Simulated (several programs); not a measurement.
## Many methods on one cell: AgTlS2 (ordering on zincblende)

AgTlS2 as one 4-atom ordering (P-4m2) on the zincblende lattice, relaxed with r2SCAN in Ansatz, was computed with several methods. It is tetragonal, P-4m2 (No. 115); conventional cell a = 4.138 Å, c = 6.002 Å, 25.70 Å³ an atom. Around Ag lie 4 S at 2.54 Å; around S lie 2 Ag at 2.54 Å and 2 Tl at 2.58 Å; around Tl lie 4 S at 2.58 Å. No spin polarisation and no zero-point or thermal motion; the cell was built from a prototype and may be hypothetical.

Space group P-4m2 (No. 115). a = 4.138 Å, b = 4.138 Å, c = 6.002 Å, α = 90.00°, β = 90.00°, γ = 90.00°
```json
{"atom": "Ag", "site": "1a", "symmetry": "-4m2", "x": "0.0000", "y": "0.0000", "z": "0.0000"}
{"atom": "S", "site": "2g", "symmetry": "2mm.", "x": "0.0000", "y": "0.5000", "z": "0.2446"}
{"atom": "Tl", "site": "1c", "symmetry": "-4m2", "x": "0.5000", "y": "0.5000", "z": "0.5000"}
```

Gaps and times are for a single point on this cell; volume and bulk modulus come from each method's own relaxation or energy curve at fixed shape, which is too stiff where a cell has free coordinates or axes. Times are rough, from shared hosts (Arm Neoverse V1), and each method has its own mesh and cell size. A double dagger marks a value from a curve with shape and coordinates held. PM6 (MOPAC), PM7 (MOPAC), GFN1-xTB (tblite), GFN2-xTB (tblite) treat a cluster of cells at its zone centre, which samples few k points: where these miss a band edge, the gap comes out too large for that reason alone. Gaps from k meshes are read at a limited set of points (mesh, symmetry points, PBE's band edges), so each method's own least gap may be somewhat smaller. xTB and the PM methods were fitted mostly to molecules, and can miss a solid's gap by electronvolts. Minimal bases can be far off for gaps. Times of the plane-wave ladder aren't listed, since it ran on unlike processors and cards. d marks a direct gap, i an indirect one (no mark: not told apart), a dash a value that wasn't computed or didn't pass its checks.

```tsv
method	kind	gap (eV)	own volume (Å³/atom)	bulk modulus (GPa)	atoms computed	processor time
PBEsol	semilocal	–	24.90	–	4	–
GFN1-xTB (tblite)	tight binding	0.09	26.64‡	57‡	cluster	1.6 s
light PBE (260 eV and a coarse mesh)	light plane-wave	overlap 0.01	–	–	4	1.9 s
GFN2-xTB (tblite)	tight binding	0	–	–	cluster	2.8 s
PBE/SZV (CP2K)	small basis	overlap 0.02	26.85‡	63‡	4	8.1 s
PBE	semilocal	overlap 0.01	26.47	48‡	4	–
LDA	semilocal	overlap 0.01	24.05	–	4	–
PBE/single zeta (GPAW)	small basis	overlap 0.01	–	–	4	21 s
PM7 (MOPAC)	semi-empirical	5.24	–	–	cluster	25 s
PBE/DZVP (CP2K)	small basis	overlap 0.01	26.94‡	46‡	4	27 s
r2SCAN	semilocal	overlap 0.01	25.70	55‡	4	–
PBE+SOC	semilocal	0.04 i	–	–	4	–
PM6 (MOPAC)	semi-empirical	2.23	–	–	cluster	99 s
PBE0	hybrid	0.90 d	–	–	4	–
HSE06	hybrid	0.27 d	25.77	–	4	–
HSE06+SOC	hybrid	0.28 d	–	–	4	–
```

Against HSE06 (0.27 eV) and with closed or daggered gaps left aside, the nearest gap at the points sampled is that of HSE06+SOC (+0.01 eV) and the farthest that of PM7 (MOPAC) (+4.97 eV). HSE06 is only a yardstick of convenience, and nearness to it can be luck.

Volumes against r2SCAN's: PBEsol -3.1 %, PBE +3.0 %, LDA -6.4 %, HSE06 +0.3 %.

With PBE and r2SCAN the bands overlap or touch, or nearly. Semilocal functionals can close a real gap, so this doesn't show a metal; small gaps of other methods may in turn close between the points read or with spin-orbit coupling, and the solid may be a semimetal.

Only the rows marked +SOC include spin-orbit coupling.
